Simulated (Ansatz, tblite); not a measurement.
# Si50H54 off sphere (Si₅₀H₅₄): charged states by level of theory

Aim: the energy of removing and adding an electron for Si50H54 off sphere (Si₅₀H₅₄), by energy differences, and how well orbital energies stand in for it.

Program: Ansatz 0.2.0, Gaussian basis. Level of theory: as each input shows. These are calculated values, not measurements.

Levels to be run: charge +1 doublet, at the geometry of the singlet (PBE0-D4/def2-SVP, PBE-D4/def2-SVP); charge -1 doublet, at the geometry of the singlet (PBE0-D4/def2-SVP, PBE-D4/def2-SVP); the starting singlet's energies come from earlier runs.

1 further run of the same task is left out (set aside as unsound or not needed).

## 1. The relaxed structure

The singlet was relaxed beforehand with PBE-D4/def2-SVP.

104 atoms, charge 0, spin multiplicity 1.

Atoms are counted from 1 here; the program's logs count them from 0.

Bond lengths: Si1–Si2 2.354 Å, Si1–Si13 2.351 Å, Si1–H51 1.509 Å, Si1–H52 1.509 Å, Si2–Si4 2.367 Å, Si2–Si6 2.350 Å, Si2–H53 1.512 Å, Si3–Si4 2.351 Å, Si3–Si14 2.353 Å, Si3–H54 1.509 Å, Si3–H55 1.509 Å, Si4–Si8 2.352 Å, Si4–H56 1.511 Å, Si5–Si6 2.363 Å, Si5–Si16 2.347 Å, Si5–H57 1.509 Å, Si5–H58 1.509 Å, Si6–Si7 2.351 Å and more. Angles: Si2–Si1–Si13 108.6°, Si2–Si1–H51 110.7°, Si2–Si1–H52 109.9°, Si13–Si1–H51 110.2°, Si13–Si1–H52 109.1°, H51–Si1–H52 108.3°, Si1–Si2–Si4 110.7°, Si1–Si2–Si6 108.4°, Si1–Si2–H53 110.4°, Si4–Si2–Si6 109.9°, Si4–Si2–H53 108.9°, Si6–Si2–H53 108.5°, Si4–Si3–Si14 108.3°, Si4–Si3–H54 110.9°, Si4–Si3–H55 109.8°, Si14–Si3–H54 110.2°, Si14–Si3–H55 109.2°, H54–Si3–H55 108.4° and more.

## 2. Charge +1 doublet at the fixed geometry, PBE0-D4/def2-SVP

Input file in.yaml:

```yaml
crystal:
  periodic: [false, false, false]
  atoms:
    - {symbol: Si, position_ang: [-1.241335, -5.122874, -1.569086]}
    - {symbol: Si, position_ang: [-3.179494, -4.052664, -0.769634]}
    - {symbol: Si, position_ang: [-1.356552, -5.183284, 2.479770]}
    - {symbol: Si, position_ang: [-3.241870, -4.091112, 1.595922]}
    - {symbol: Si, position_ang: [-3.179711, -1.837110, -3.896611]}
    - {symbol: Si, position_ang: [-3.168471, -1.829887, -1.533752]}
    - {symbol: Si, position_ang: [-5.098459, -0.726462, -0.770513]}
    - {symbol: Si, position_ang: [-3.263099, -1.883457, 2.407555]}
    - {symbol: Si, position_ang: [-5.163488, -0.760366, 1.595099]}
    - {symbol: Si, position_ang: [-5.053985, 1.486575, -1.571417]}
    - {symbol: Si, position_ang: [-5.165148, 1.418986, 2.477779]}
    - {symbol: Si, position_ang: [2.607216, -5.096456, -1.393789]}
    - {symbol: Si, position_ang: [0.640033, -4.044071, -0.660152]}
    - {symbol: Si, position_ang: [0.569751, -4.077127, 1.703644]}
    - {symbol: Si, position_ang: [0.647137, -1.842397, -3.823987]}
    - {symbol: Si, position_ang: [-1.254597, -0.725828, -4.649826]}
    - {symbol: Si, position_ang: [0.645952, -1.836287, -1.460061]}
    - {symbol: Si, position_ang: [-1.272386, -0.735988, -0.672533]}
    - {symbol: Si, position_ang: [0.583807, -1.871823, 2.508185]}
    - {symbol: Si, position_ang: [-1.322527, -0.763935, 1.693343]}
    - {symbol: Si, position_ang: [0.706522, -1.839557, 4.866874]}
    - {symbol: Si, position_ang: [-0.994529, -0.574208, 5.892926]}
    - {symbol: Si, position_ang: [-1.268879, 1.479442, -3.824196]}
    - {symbol: Si, position_ang: [-1.264481, 1.475319, -1.460443]}
    - {symbol: Si, position_ang: [-3.178919, 2.575826, -0.661852]}
    - {symbol: Si, position_ang: [-1.327565, 1.441257, 2.507455]}
    - {symbol: Si, position_ang: [-3.243355, 2.533054, 1.701949]}
    - {symbol: Si, position_ang: [-1.238973, 1.531431, 4.866245]}
    - {symbol: Si, position_ang: [-3.104676, 4.804969, -1.397377]}
    - {symbol: Si, position_ang: [4.559104, -4.002406, -0.656035]}
    - {symbol: Si, position_ang: [4.869914, -3.968125, 1.687008]}
    - {symbol: Si, position_ang: [4.493401, -1.829267, -3.825937]}
    - {symbol: Si, position_ang: [2.567736, -0.743798, -4.623724]}
    - {symbol: Si, position_ang: [4.490387, -1.793386, -1.461139]}
    - {symbol: Si, position_ang: [2.551371, -0.739588, -0.645054]}
    - {symbol: Si, position_ang: [4.457811, -1.803283, 2.524934]}
    - {symbol: Si, position_ang: [2.502329, -0.774690, 1.716476]}
    - {symbol: Si, position_ang: [2.546176, 1.466316, -3.813652]}
    - {symbol: Si, position_ang: [0.643903, 2.591288, -4.624319]}
    - {symbol: Si, position_ang: [2.539847, 1.463236, -1.448033]}
    - {symbol: Si, position_ang: [0.638499, 2.576134, -0.645572]}
    - {symbol: Si, position_ang: [2.486250, 1.433476, 2.524489]}
    - {symbol: Si, position_ang: [0.582928, 2.552653, 1.716013]}
    - {symbol: Si, position_ang: [0.670188, 4.801934, -3.827259]}
    - {symbol: Si, position_ang: [0.697681, 4.781883, -1.462495]}
    - {symbol: Si, position_ang: [-1.180873, 5.947330, -0.659255]}
    - {symbol: Si, position_ang: [0.669970, 4.760401, 2.524441]}
    - {symbol: Si, position_ang: [-0.996842, 6.200400, 1.683753]}
    - {symbol: Si, position_ang: [4.440086, 2.561233, -0.613345]}
    - {symbol: Si, position_ang: [4.415012, 2.545699, 1.756368]}
    - {symbol: H, position_ang: [-1.241152, -6.583026, -1.186473]}
    - {symbol: H, position_ang: [-1.185719, -5.026511, -3.073892]}
    - {symbol: H, position_ang: [-4.417797, -4.736825, -1.302448]}
    - {symbol: H, position_ang: [-1.328181, -6.633254, 2.062566]}
    - {symbol: H, position_ang: [-1.390724, -5.120642, 3.987376]}
    - {symbol: H, position_ang: [-4.504750, -4.791469, 2.041852]}
    - {symbol: H, position_ang: [-3.203348, -3.261818, -4.394455]}
    - {symbol: H, position_ang: [-4.425664, -1.146520, -4.395427]}
    - {symbol: H, position_ang: [-6.310183, -1.456174, -1.303971]}
    - {symbol: H, position_ang: [-3.295330, -1.902191, 3.917157]}
    - {symbol: H, position_ang: [-6.401640, -1.504170, 2.039973]}
    - {symbol: H, position_ang: [-4.941666, 1.484589, -3.076161]}
    - {symbol: H, position_ang: [-6.318137, 2.218139, -1.190603]}
    - {symbol: H, position_ang: [-6.405937, 2.169284, 2.059632]}
    - {symbol: H, position_ang: [-5.128323, 1.359258, 3.985438]}
    - {symbol: H, position_ang: [2.615328, -6.532541, -0.929922]}
    - {symbol: H, position_ang: [2.620174, -5.093657, -2.904237]}
    - {symbol: H, position_ang: [1.793351, -4.795293, 2.222736]}
    - {symbol: H, position_ang: [0.640151, -3.271593, -4.315776]}
    - {symbol: H, position_ang: [-1.186490, -0.686932, -6.159264]}
    - {symbol: H, position_ang: [0.673728, -3.253677, 5.393872]}
    - {symbol: H, position_ang: [2.035478, -1.238933, 5.255000]}
    - {symbol: H, position_ang: [-2.297576, -1.326749, 5.838440]}
    - {symbol: H, position_ang: [-0.637895, -0.367753, 7.345570]}
    - {symbol: H, position_ang: [-2.509233, 2.189041, -4.316637]}
    - {symbol: H, position_ang: [-3.251474, 3.952113, 2.220070]}
    - {symbol: H, position_ang: [-2.480259, 2.210146, 5.392646]}
    - {symbol: H, position_ang: [-0.054506, 2.382199, 5.254613]}
    - {symbol: H, position_ang: [-3.094535, 4.812910, -2.907854]}
    - {symbol: H, position_ang: [-4.344406, 5.531092, -0.935420]}
    - {symbol: H, position_ang: [5.737100, -4.713524, -1.284002]}
    - {symbol: H, position_ang: [4.039691, -5.007793, 2.393310]}
    - {symbol: H, position_ang: [6.323298, -4.283021, 1.952422]}
    - {symbol: H, position_ang: [4.521680, -3.260436, -4.304074]}
    - {symbol: H, position_ang: [5.731523, -1.138001, -4.341137]}
    - {symbol: H, position_ang: [2.535469, -0.724189, -6.134565]}
    - {symbol: H, position_ang: [5.693173, -1.024223, -0.966382]}
    - {symbol: H, position_ang: [4.444115, -1.808335, 4.033473]}
    - {symbol: H, position_ang: [5.619970, -0.947742, 2.079667]}
    - {symbol: H, position_ang: [3.789682, 2.183582, -4.288823]}
    - {symbol: H, position_ang: [0.644732, 2.552988, -6.135160]}
    - {symbol: H, position_ang: [2.448518, 1.411891, 4.035681]}
    - {symbol: H, position_ang: [-0.552967, 5.544829, -4.306432]}
    - {symbol: H, position_ang: [1.890084, 5.525615, -4.341571]}
    - {symbol: H, position_ang: [1.965712, 5.437589, -0.967287]}
    - {symbol: H, position_ang: [-1.206744, 7.322412, -1.288626]}
    - {symbol: H, position_ang: [0.656226, 4.750610, 4.032929]}
    - {symbol: H, position_ang: [1.993510, 5.337289, 2.081563]}
    - {symbol: H, position_ang: [-2.313564, 6.003450, 2.388734]}
    - {symbol: H, position_ang: [-0.541396, 7.616273, 1.948577]}
    - {symbol: H, position_ang: [5.682905, 1.870640, -1.117591]}
    - {symbol: H, position_ang: [4.460938, 3.983127, -1.116943]}
    - {symbol: H, position_ang: [5.648508, 1.848083, 2.272534]}
    - {symbol: H, position_ang: [4.430356, 3.962535, 2.273027]}
basis:
  gaussian: {orbitals: def2-SVP, fitting: {mean_field: def2-universal-jkfit}}
total_charge: 1
magnetization: {spin_polarized: true, initial_magnetization: 1}
hamiltonian: {xc: pbe0, dispersion: d4}
scf: {omitted_lower_state_checks: [starts]}
output: {orbitals: {seedname: orbitals}}
```

Run with:

```sh
> ansatz run in.yaml --threads 11 --pin off --events-out ev --progress --plain --max-ram 174080MiB --backend cuda --devices 0, --max-vram 75GiB
```

The program printed:

```text
Functional definition: PBE0
  name "PBE0"
  cite "Adamo & Barone, J. Chem. Phys. 110, 6158 (1999) doi:10.1063/1.478522"
  cite "Perdew, Burke & Ernzerhof, Phys. Rev. Lett. 77, 3865 (1996) doi:10.1103/PhysRevLett.77.3865"
  parent pbe
  parameter a = 0.25
  parameter kappa = 0.804
  parameter beta = 0.06672455060314922
  exchange = (1 - a)*pbe_x(kappa = kappa, mu = beta*pi^2/3) + a*exact_x
  correlation = pbe_c(beta = beta)
these checks for a lower state are left out or cut short: starts
7372 factors; integrals over basis functions are off by at most 3.2e-1 eV
mean field evaluation 1: about -394485.6251 eV, gradient 1.8e1 eV
mean field evaluation 2: about -394487.1653 eV, gradient 1.3e1 eV
mean field evaluation 4: about -394488.3677 eV, gradient 1.9e0 eV
mean field evaluation 8: about -394488.3261 eV, gradient 4.1e-1 eV
mean field evaluation 16: about -394488.3276 eV, gradient 5.3e-3 eV
mean field evaluation 32: about -394488.3276 eV, gradient 2.6e-5 eV
mean field -394488.32759309 eV, -14497.1786452538 hartree, gradient 5.8e-6 eV, S^2 0.752445; 0 other end points of the search recorded, 0 dependent functions left out
reference -394488.32769047 eV, -14497.1786488323 hartree; 377, 376 occupied and 793, 794 virtual orbitals, 7372 factors
Total energy: -394497.84929185 eV, -14497.5285612291 hartree
Checks for a lower state left out: starts
```

Run time: 66 s. Hardware: 1 × H100 with 11 threads of AMD EPYC 7R13, shared host; peak host memory 2.4 GiB.

HOMO -8.81 eV, LUMO -7.98 eV (over both spins); ⟨S²⟩ 0.752 (pure: 0.75).

## 3. Charge +1 doublet at the fixed geometry, PBE-D4/def2-SVP

start.molden holds the orbitals of an earlier run on this state, given as this run's starting guess.

Edit in.yaml of step 2 so:

```diff
@@ -108,6 +108,6 @@
 basis:
-  gaussian: {orbitals: def2-SVP, fitting: {mean_field: def2-universal-jkfit}}
+  gaussian: {orbitals: def2-SVP, fitting: {mean_field: def2-universal-jkfit}, initial_orbitals: start.molden}
 total_charge: 1
 magnetization: {spin_polarized: true, initial_magnetization: 1}
-hamiltonian: {xc: pbe0, dispersion: d4}
+hamiltonian: {xc: pbe, dispersion: d4}
 scf: {omitted_lower_state_checks: [starts]}
```

Launched as before.

The program printed:

```text
Functional definition: PBE
  name "PBE"
  cite "Perdew, Burke & Ernzerhof, Phys. Rev. Lett. 77, 3865 (1996) doi:10.1103/PhysRevLett.77.3865"
  parent pbe
  parameter kappa = 0.804
  parameter beta = 0.06672455060314922
  exchange = pbe_x(kappa = kappa, mu = beta*pi^2/3)
  correlation = pbe_c(beta = beta)
these checks for a lower state are left out or cut short: starts
7372 factors; integrals over basis functions are off by at most 3.2e-1 eV
mean field evaluation 1: about -394447.2972 eV, gradient 1.6e1 eV
mean field evaluation 2: about -394448.2663 eV, gradient 9.9e-1 eV
mean field evaluation 4: about -394448.1985 eV, gradient 4.7e-2 eV
mean field evaluation 8: about -394448.1987 eV, gradient 2.4e-5 eV
mean field evaluation 16: about -394448.1987 eV, gradient 5.5e-6 eV
mean field -394448.19865794 eV, -14495.7039340873 hartree, gradient 5.5e-6 eV, S^2 0.750515; 0 other end points of the search recorded, 0 dependent functions left out
reference -394448.19878738 eV, -14495.7039388443 hartree; 377, 376 occupied and 793, 794 virtual orbitals, 7372 factors
Total energy: -394458.48139705 eV, -14496.0818177798 hartree
Checks for a lower state left out: starts
```

Run time: 30 s. Hardware: 1 × H100 with 11 threads of AMD EPYC 7R13, shared host; peak host memory 2.4 GiB.

HOMO -7.90 eV, LUMO -7.85 eV (over both spins); ⟨S²⟩ 0.751 (pure: 0.75).

## 4. Vertical ionisation energy

Charged state less starting state, singlet to doublet; the starting state's energies are those of its earlier runs.

```csv
level,vertical ionisation energy (eV),time
PBE-D4/def2-SVP,+6.82,46 s
PBE0-D4/def2-SVP,+7.32,97 s
```

Times add the two runs; a level without a time comes out of a correlated run.

Beside −ε(HOMO) of the starting state:

```csv
level,−ε(HOMO) (eV),by difference (eV),mismatch (eV)
PBE-D4/def2-SVP,5.61,6.82,-1.21
PBE0-D4/def2-SVP,6.49,7.32,-0.83
```

## 5. Charge -1 doublet at the fixed geometry, PBE0-D4/def2-SVP

Edit in.yaml of step 3 so:

```diff
@@ -108,6 +108,6 @@
 basis:
-  gaussian: {orbitals: def2-SVP, fitting: {mean_field: def2-universal-jkfit}, initial_orbitals: start.molden}
-total_charge: 1
+  gaussian: {orbitals: def2-SVP, fitting: {mean_field: def2-universal-jkfit}}
+total_charge: -1
 magnetization: {spin_polarized: true, initial_magnetization: 1}
-hamiltonian: {xc: pbe, dispersion: d4}
+hamiltonian: {xc: pbe0, dispersion: d4}
 scf: {omitted_lower_state_checks: [starts]}
```

The command is unchanged.

The program printed (excerpt; [...] marks lines left out):

```text
Functional definition: PBE0
  name "PBE0"
  cite "Adamo & Barone, J. Chem. Phys. 110, 6158 (1999) doi:10.1063/1.478522"
  cite "Perdew, Burke & Ernzerhof, Phys. Rev. Lett. 77, 3865 (1996) doi:10.1103/PhysRevLett.77.3865"
  parent pbe
[...]
7372 factors; integrals over basis functions are off by at most 3.2e-1 eV
[...]
mean field -394496.87447247 eV, -14497.4927372777 hartree, gradient 2.4e-6 eV, S^2 0.751574; 0 other end points of the search recorded, 0 dependent functions left out
reference -394496.87457238 eV, -14497.4927409495 hartree; 378, 377 occupied and 792, 793 virtual orbitals, 7372 factors
Total energy: -394506.56211509 eV, -14497.8487515776 hartree
Checks for a lower state left out: starts
```

Run time: 94 s. Hardware: 1 × H100 with 11 threads of AMD EPYC 7R13, shared host; peak host memory 2.5 GiB.

HOMO -0.59 eV, LUMO 0.21 eV (over both spins); ⟨S²⟩ 0.752 (pure: 0.75).

## 6. Charge -1 doublet at the fixed geometry, PBE-D4/def2-SVP

Edit in.yaml of step 5 so:

```diff
@@ -108,6 +108,6 @@
 basis:
-  gaussian: {orbitals: def2-SVP, fitting: {mean_field: def2-universal-jkfit}}
+  gaussian: {orbitals: def2-SVP, fitting: {mean_field: def2-universal-jkfit}, initial_orbitals: start.molden}
 total_charge: -1
 magnetization: {spin_polarized: true, initial_magnetization: 1}
-hamiltonian: {xc: pbe0, dispersion: d4}
+hamiltonian: {xc: pbe, dispersion: d4}
 scf: {omitted_lower_state_checks: [starts]}
```

Launched as before.

The program printed:

```text
Functional definition: PBE
  name "PBE"
  cite "Perdew, Burke & Ernzerhof, Phys. Rev. Lett. 77, 3865 (1996) doi:10.1103/PhysRevLett.77.3865"
  parent pbe
  parameter kappa = 0.804
  parameter beta = 0.06672455060314922
  exchange = pbe_x(kappa = kappa, mu = beta*pi^2/3)
  correlation = pbe_c(beta = beta)
these checks for a lower state are left out or cut short: starts
7372 factors; integrals over basis functions are off by at most 3.2e-1 eV
mean field evaluation 1: about -394455.5680 eV, gradient 1.6e1 eV
mean field evaluation 2: about -394456.5381 eV, gradient 9.7e-1 eV
mean field evaluation 4: about -394456.4659 eV, gradient 2.9e-2 eV
mean field evaluation 8: about -394456.4660 eV, gradient 4.9e-5 eV
mean field evaluation 16: about -394456.4660 eV, gradient 2.6e-6 eV
mean field -394456.46596727 eV, -14496.0077521016 hartree, gradient 2.6e-6 eV, S^2 0.750659; 0 other end points of the search recorded, 0 dependent functions left out
reference -394456.46610012 eV, -14496.0077569835 hartree; 378, 377 occupied and 792, 793 virtual orbitals, 7372 factors
Total energy: -394466.93034800 eV, -14496.3923110003 hartree
Checks for a lower state left out: starts
```

It took 32 s on 1 × H100 with 11 threads of AMD EPYC 7R13, shared host; peak host memory 2.3 GiB.

From the report: HOMO -0.45 eV, LUMO -0.39 eV (over both spins); ⟨S²⟩ 0.751 (pure: 0.75).

## 7. Vertical electron affinity

Starting state less charged state (positive: the electron is bound), singlet to doublet; the starting state's energies are those of its earlier runs.

```csv
level,vertical electron affinity (eV),time
PBE-D4/def2-SVP,+1.63,48 s
PBE0-D4/def2-SVP,+1.40,2.1 min
```

Times add the two runs; a level without a time comes out of a correlated run.

Beside −ε(LUMO) of the starting state:

```csv
level,−ε(LUMO) (eV),by difference (eV),mismatch (eV)
PBE-D4/def2-SVP,2.63,1.63,+1.00
PBE0-D4/def2-SVP,2.04,1.40,+0.64
```

## 8. Results

```
                                           quantity                               value
vertical ionisation energy, functionals in def2-SVP  6.82 (PBE-D4) to 7.32 eV (PBE0-D4)
vertical electron affinity, functionals in def2-SVP  1.40 (PBE0-D4) to 1.63 eV (PBE-D4)
```

The vertical ionisation energy spans 6.82 to 7.32 eV over the functionals. −ε(HOMO) misses the level's own difference by -0.83 eV at best (PBE0-D4) and -1.21 eV at worst (PBE-D4). The vertical electron affinity spans 1.40 to 1.63 eV over the functionals. −ε(LUMO) misses the level's own difference by +0.64 eV at best (PBE0-D4) and +1.00 eV at worst (PBE-D4).
